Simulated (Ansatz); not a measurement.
LaAs, space group Fm-3m, a convergence test of the plane-wave cutoff

Computed with Ansatz's Python interface.

Notebook, run cell by cell (the value of a cell's last expression is shown):

**Cell 1**
```python
import warnings

import ansatz as az
import matplotlib.pyplot as plt
```

**Cell 2**
```python
SETTINGS = {
    "kgrid": (9, 9, 9),
    "smearing_width": 0.1,
}
```

**Cell 3**
```python
warnings.simplefilter("ignore", az.DeckWarning)

structure = (
    az.Lattice.of((0.0, 3.0755, 3.0755), (3.0755, 0.0, 3.0755), (3.0755, 3.0755, 0.0))
    .atom("La", (0.5, 0.5, 0.5))
    .atom("As", (0.0, 0.0, 0.0))
)
```

**Cell 4**
```python
len(structure.resolved().sites)
```
Output:
```text
2
```

**Cell 5**
```python
calculation = structure.calculation()
calculation = calculation.functional(az.Functional.PBESOL)
calculation = calculation.kpoints(*SETTINGS["kgrid"], center="gamma")
calculation = calculation.occupations(az.OccupationsMethod.FERMI_DIRAC, width=SETTINGS["smearing_width"])
```

**Cell 6**
```python
rows = []
for value in [300, 375, 450, 525, 600]:
    rep = calculation.basis(value).run(threads=1, pin="off").report
    rows.append((value, rep["free_energy_ev"] / len(rep["lattice"]["sites"]), rep["n_iterations"], rep["n_pw"]))
```

**Cell 7**
```python
print(" cutoff (eV)   F/atom (eV)    iterations   plane waves")
for row in rows:
    print(f"{str(row[0]):>12s}  {row[1]:12.5f}  {row[2]:12d}  {row[3]:12d}")
```
Output:
```text
 cutoff (eV)   F/atom (eV)    iterations   plane waves
         300   -5488.63545             6           701
         375   -5488.68416             6           941
         450   -5488.68517             6          1243
         525   -5488.68540             6          1639
         600   -5488.68547             6          1917
```

**Cell 8**
```python
# the last row is the reference
for row in rows[:-1]:
    shift = 1000 * (row[1] - rows[-1][1])
    print(f"{row[0]}: {shift:+.2f} meV/atom" + ("  (within 2 meV)" if abs(shift) < 2 else ""))
plt.figure(figsize=(4.5, 3))
plt.plot([str(row[0]) for row in rows], [1000 * (row[1] - rows[-1][1]) for row in rows], "o-")
plt.xlabel("cutoff (eV)")
plt.ylabel("F - F(last) (meV/atom)")
plt.tight_layout()
plt.savefig("ecut.png", dpi=100)
```
Output:
```text
300: +50.02 meV/atom
375: +1.30 meV/atom  (within 2 meV)
450: +0.30 meV/atom  (within 2 meV)
525: +0.07 meV/atom  (within 2 meV)
```

From 375 eV on it stays within 2 meV an atom of the value at 600 eV; the first row (300 eV) is off by 50.0 meV and the last but one by 0.07 meV. The energy falls steadily, as expected when plane waves are added.

Reading the output:
- The structure is a deposited one; some such entries were measured under pressure or heat, so a shift against it needn't be the functional's error alone.
- Shifts are counted from the last row, which is itself no proven limit.
- The script silences the warnings on its input, which a real study should read.
- Run time: 18 s on 1 thread of Arm Neoverse N1 (shared host), peak memory 0.48 GiB.
